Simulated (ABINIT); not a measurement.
Crystal: P.

```xyz
4
Lattice="1.6477 -5.4650 0.0000 1.6477 5.4650 0.0000 0.0000 0.0000 4.5436" Properties=species:S:1:pos:R:3 pbc="T T T"
P     1.6477   -4.4173    2.6754
P     1.6477    4.4173    1.8683
P     1.6477   -1.0477    0.4035
P     1.6477    1.0477    4.1401
```

| Quantity | Value |
| --- | --- |
| Program | ABINIT 10.8.3 (patched build) |
| Task | relaxation of cell and atoms |
| Functional | PBE |
| Potentials or basis | PseudoDojo NC SR PBE v0.4.1 standard |
| Cutoff | 599 eV |
| k mesh | 6 × 6 × 4 |
| Occupations | fermi-dirac, width 0.05 eV |
| Spin | no spin polarisation |

At the start: pressure 2.1 GPa; volume 20.46 Å³/atom.

Q: How do energy, volume and symmetry change on relaxing?

A: Over 22 steps the energy falls by 5.3 meV/atom and the volume is 21.19 Å³/atom (+3.6 %); space group Cmce (No. 64, to 0.05 Å).

The path:
```csv
step,energy change (eV),largest force (eV/Å),pressure (GPa),volume (Å³)
1,0.0000,0.3576,2.13,81.83
2,-0.0103,0.2374,1.40,82.36
3,-0.0187,0.0119,0.04,83.43
4,-0.0188,0.0100,-0.02,83.48
5,-0.0193,0.0422,-0.15,83.60
6,-0.0197,0.0584,-0.16,83.62
7,-0.0201,0.0666,-0.09,83.58
8,-0.0205,0.0545,0.02,83.52
9,-0.0208,0.0249,0.09,83.49
10,-0.0209,0.0082,0.08,83.51
11,-0.0209,0.0111,0.06,83.55
12,-0.0209,0.0133,0.03,83.60
13,-0.0210,0.0129,-0.01,83.69
14,-0.0210,0.0085,-0.03,83.79
15,-0.0210,0.0057,-0.03,83.90
16,-0.0211,0.0119,-0.01,84.00
17,-0.0211,0.0193,0.01,84.15
18,-0.0212,0.0225,0.04,84.39
19,-0.0213,0.0158,0.05,84.64
20,-0.0213,0.0052,0.02,84.76
21,-0.0213,0.0005,0.00,84.76
22,-0.0213,0.0001,0.00,84.74
```

Final structure:
```xyz
4
Lattice="1.6606 -5.6174 0.0000 1.6606 5.6174 0.0000 0.0000 0.0000 4.5422" Properties=species:S:1:pos:R:3 pbc="T T T"
P     1.6606   -4.5557    2.6601
P     1.6606    4.5557    1.8822
P     1.6606   -1.0617    0.3890
P     1.6606    1.0617    4.1533
```
